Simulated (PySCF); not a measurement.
# C₅H₈BrGa: electronic excitations

Aim: predict the electronic excitations of C₅H₈BrGa (`[GaH2][C@H]1CC/C1=C/Br`).

The runs use PySCF 2.14.0, with density-fitted response routines of our own; the level of theory stands in each step. All values are computed, except where a source is named. Atoms are numbered from 0 throughout.

### 1 The molecule as given

15 atoms, charge 0, multiplicity 1; geometry from: GFN2-xTB.

Bonds of the start (Å): Ga0–C1 2.06, C1–C2 1.55, C2–C3 1.54, C3–C4 1.50, C4–C5 1.32, C5–Br6 1.95, C4–C1 1.49, Ga0–H7 1.56, Ga0–H8 1.57, C1–H9 1.10, C2–H10 1.09, C2–H11 1.09, C3–H12 1.09, C3–H13 1.09, C5–H14 1.07.

### 2 Ultraviolet spectrum: B3LYP/def2-SVPD

The job: settings as JSON, then the geometry in Å.

```
{"job": {"kind": "uv", "xc": "B3LYP", "basis": "def2-SVPD", "nstates": 8, "ntriplets": 3}, "charge": 0, "multiplicity": 1}
Ga     1.660325     0.927524    -1.073282
C     -0.165914     0.825317    -0.120062
C     -1.491963     0.241769    -0.678266
C     -1.430897    -0.870258     0.385525
C     -0.058863    -0.384343     0.747367
C      0.986427    -0.893152     1.369898
Br     2.631567     0.139600     1.240019
H      2.448153     2.261785    -1.258938
H      2.068702    -0.296100    -1.961949
H     -0.339705     1.733408     0.477024
H     -1.399530    -0.144094    -1.694253
H     -2.356452     0.900497    -0.618606
H     -2.148758    -0.737131     1.193901
H     -1.479952    -1.898740     0.028683
H      1.072444    -1.798093     1.941028
```

Method: TDDFT B3LYP/def2-SVPD, vertical, gas phase, core orbitals frozen in the response.

The run is started by

```bash
$ OMP_NUM_THREADS=1 python probes_run.py task.json out
```

The driver reads the jobs from task.json and runs them one after another.

What will the session give for the following? lowest singlet (B3LYP/def2-SVPD); brightest single state of those computed; lowest triplet; surface potential, 1st and 99th percentile. Wanted: lowest singlet; brightest single state of those computed; lowest triplet; surface potential, 1st and 99th percentile.

As calculated:

```
                                quantity                        value
        lowest singlet (B3LYP/def2-SVPD)  4.36 eV (284 nm), f = 0.003
brightest single state of those computed  state 8, 6.36 eV, f = 0.031
                          lowest triplet                      3.86 eV
   surface potential, 1st and 99th percentile           -0.74 V and 1.31 V
```

The lowest singlet, at 4.36 eV, is HOMO→LUMO 0.98 and is weak; of the 8 states computed, the strongest absorption comes from state 8 at 6.36 eV (the last computed, so partners may be missing). The lowest triplet lies 0.50 eV below the lowest singlet (triplets in Tamm-Dancoff, singlets in full TDDFT). By nearest atom (B3LYP/def2-SVPD), the HOMO sits on C1, C5 about 21 % each; Br6 13 % and the LUMO on Br6 43 %; C5 27 %.
